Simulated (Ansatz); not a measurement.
This script drives Ansatz 0.2.0 through its Python package.

Script `scan_c3h5te.py`:
```python
# -*- coding: utf-8 -*-
import ansatz as az
import numpy as np

GEOMETRY = """
C     0.09410    0.67870   -1.16750
C     0.55110    0.29440   -0.02130
C    -0.14620   -0.77770    0.76710
Te   -1.89690   -0.06340    1.59430
H     0.55860    1.48820   -1.76350
H    -0.87840    0.32360   -1.57150
H     1.51560    0.72280    0.34110
H    -0.25970   -1.65420    0.13890
H     0.55030   -1.05860    1.66530
"""


def main():
    molecule = az.Crystal.molecule()
    for line in GEOMETRY.strip().splitlines():
        symbol, *xyz = line.split()
        molecule = molecule.atom(symbol, [float(v) for v in xyz])

    symbols = [site.symbol for site in molecule.cartesian_sites]
    start = np.array([site.position_ang for site in molecule.cartesian_sites])
    axis = (start[7] - start[2]) / np.linalg.norm(start[7] - start[2])
    moving = [7]
    lengths, energies = [0.92, 1.0, 1.08, 1.19, 1.36, 1.63, 1.95, 2.39], []
    for length in lengths:
        xyz = start.copy()
        xyz[moving] += (length - np.linalg.norm(start[7] - start[2])) * axis
        point = az.Crystal.molecule()
        for symbol, place in zip(symbols, xyz):
            point = point.atom(symbol, place.tolist())
        base = (
            point.calculation()
            .basis(gaussian="def2-SVP")
            .functional("HF")
            .spin("collinear", total=1)
            .scf(lower_state_search="standard")
        )
        r = base.run().report
        energies.append(r["free_energy_ev"])
        print(f"r = {length:6.3f} A  E = {energies[-1]:.5f} eV  <S^2> = {abs(r['mean_field']['state']['spin_squared']):.3f}")

    print("energy above the lowest point (eV):", [round(e - min(energies), 3) for e in energies])


if __name__ == "__main__":
    main()
```

It is started by `python scan_c3h5te.py`. Estimate its wall time and peak memory on 1 thread of Arm Neoverse V2 (shared host).

It took about 79 s, with a peak of 0.38 GiB, for 8 runs of the engine.

```console
$ python scan_c3h5te.py
r =  0.920 A  E = -10431.33481 eV  <S^2> = 0.760
r =  1.000 A  E = -10431.88925 eV  <S^2> = 0.760
r =  1.080 A  E = -10432.05353 eV  <S^2> = 0.760
r =  1.190 A  E = -10431.89244 eV  <S^2> = 0.760
r =  1.360 A  E = -10431.20361 eV  <S^2> = 0.760
r =  1.630 A  E = -10429.81610 eV  <S^2> = 0.874
r =  1.950 A  E = -10428.98028 eV  <S^2> = 1.459
r =  2.390 A  E = -10428.69885 eV  <S^2> = 1.672
energy above the lowest point (eV): [0.719, 0.164, 0.0, 0.161, 0.85, 2.237, 3.073, 3.355]
```

What to keep in mind:
- These settings explore the input space; basis and method may be short of convergence.
- The rest of the molecule is held rigid at a force-field or estimated start geometry, and the basis set is modest; single-reference methods fail as a bond breaks.
- def2 sets replace the cores of elements past krypton by effective core potentials.
- The species is open-shell (spin multiplicity 2).
- The expectation value of S² is noticeably off S(S+1) in at least one run, so that state is spin-contaminated.
- Hartree-Fock leaves correlation out, so bond, atomisation and ionisation energies come out well too low.
- Spin-orbit coupling of the heavy open-shell atom is left out.

(A comment or docstring line of the script was reworded after the run, the code is as it ran; lines on the test bed's own set-up are left out of the output.)
